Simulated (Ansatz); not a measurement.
Below is the output of a Python script on the Ansatz DFT code, driven from Python that makes a convergence test of the k-point mesh of Ge, space group Cmmm. Write a script that gives it. Use (first run): PBEsol, PAW, the default cutoff (420 eV here), 3×3×3 k-points, Fermi-Dirac smearing of 0.1 eV. The script varies spacing (1/A): 1.0, 0.6, 0.4, 0.3.

Input file `ge.extxyz`:
```text
1
Lattice="1.397149 -2.600516 0.0 1.397149 2.600516 0.0 0.0 0.0 2.698231" Properties=species:S:1:pos:R:3 pbc="T T T"
Ge    1.39714900    0.00000000    0.00000000
```

```console
$ python ge.py
DeckWarning: basis.ecutwfc = 420 eV, auto-derived from the records' recommended cutoffs: set by Ge (normal level)
DeckWarning: output.stress: scf.convergence.dr2_threshold = 1e-9 eV is looser than the 1e-10 eV advised for a printed stress (1e-10 eV for each atom of the cell: 1). What an SCF threshold leaves in a stress goes as its square root, and in the free energy as the threshold itself, and one threshold admits the most on a small cell: of the crystals measured, under no hybrid functional and no lock of the moments, on runs that ended without the residual-converged pass, on stresses that held no [...]
  spacing (1/A)    F/atom (eV)    iterations    P (GPa)    max component (eV/A)    k-points
         1.0000     -4252.6390             7    -6.1708                  0.0000           8
         0.6000     -4253.2108             8    -1.0580                  0.0000          27
         0.4000     -4253.3437             6    -5.1810                  0.0000          64
         0.3000     -4253.2744             6    -4.0211                  0.0000         125
1.0: +635.36 meV/atom
0.6: +63.61 meV/atom
0.4: -69.32 meV/atom
```
(Warnings from the package without file and line, shortened.)

The script that was run (others could print the same):

`ge.py`
```python
import ansatz as az
from tabulate import tabulate

crystal = az.Crystal.from_extxyz("ge.extxyz")

model = (
    crystal.calculation()
    .occupations("fermi_dirac")
    .functional("pbesol")
    .scf(tolerance=1e-09)
    .forces()
    .stress()
)

rows = []
for value in [1.0, 0.6, 0.4, 0.3]:
    rep = model.kpoints(spacing=value).run().report
    rows.append((value, rep["free_energy_ev"] / len(rep["lattice"]["sites"]), rep["n_iterations"], sum(rep["stress_gpa"][i][i] for i in range(3)) / 3, max(abs(f) for row in rep["forces_ev_ang"] for f in row), rep["n_kpoints"]))

print(tabulate(rows, headers=["spacing (1/A)", "F/atom (eV)", "iterations", "P (GPa)", "max component (eV/A)", "k-points"], floatfmt=".4f", tablefmt="plain"))

for row in rows[:-1]:
    shift = 1000 * (row[1] - rows[-1][1])
    print(f"{row[0]}: {shift:+.2f} meV/atom" + ("  (within 2 meV)" if abs(shift) < 2 else ""))
```

Notes:
- Forces vanish by symmetry here and test nothing.
- Pressure is positive in compression.
- This isn't the structure that Ge takes at ambient conditions.
- Shifts are counted from the finest mesh, which is itself no proven limit.
- It ran for 4.5 s on 1 thread of Arm Neoverse V1, on a shared host, peak memory 0.32 GiB.
